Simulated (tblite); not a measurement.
# C4H11OPSi: the cost of one run

Computed with tblite 0.8.0 (tight binding) and PySCF 2.14.0 (DFT, with response routines of our own); each step states its level. Atoms count from 0 throughout.

## 1. The molecule as given

18 atoms, charge 0, multiplicity 1; geometry from: force field or distance geometry start.

Bonds of the start (Å): C0–C1 1.34, C0–H7 1.08, C0–H8 1.08, C1–H9 1.10, C1–O2 1.35, C5–C6 1.52, C5–H13 1.10, C5–H14 1.10, C6–H15 1.10, C6–H16 1.10, C6–H17 1.09, O2–Si3 1.67, P4–H11 1.41, P4–H12 1.41, Si3–C5 1.87, Si3–H10 1.50, Si3–P4 2.23.

## 2. GFN2-xTB relaxation, start minimum

The job: settings as JSON, then the geometry in Å.

```
{"job": {"xc": "GFN2-xTB", "basis": "xTB", "kind": "relax"}, "charge": 0, "multiplicity": 1}
C      3.629100    -0.017600    -0.488300
C      2.438500    -0.321100     0.049000
O      1.279700     0.158800    -0.449900
Si    -0.194700    -0.189700     0.247000
P     -0.493900     1.243800     1.933800
C     -1.628500    -0.061900    -0.942900
C     -2.982100    -0.503100    -0.419700
H      4.552300    -0.400400    -0.074900
H      3.683500     0.633200    -1.352100
H      2.363300    -0.976700     0.927000
H     -0.148700    -1.565100     0.835000
H      0.798800     1.129400     2.483100
H     -0.209400     2.418600     1.199600
H     -1.380000    -0.665100    -1.826800
H     -1.704300     0.984400    -1.285200
H     -2.966300    -1.551400    -0.079800
H     -3.306400     0.107900     0.436400
H     -3.739600    -0.417500    -1.202900
```

Command:

```bash
> OMP_NUM_THREADS=1 python ens_run.py task.json out
```

One launch serves the whole session.

Q: Estimate the wall time of this first job on 1 thread of Arm Neoverse V1, shared host.

About 2.5 s.
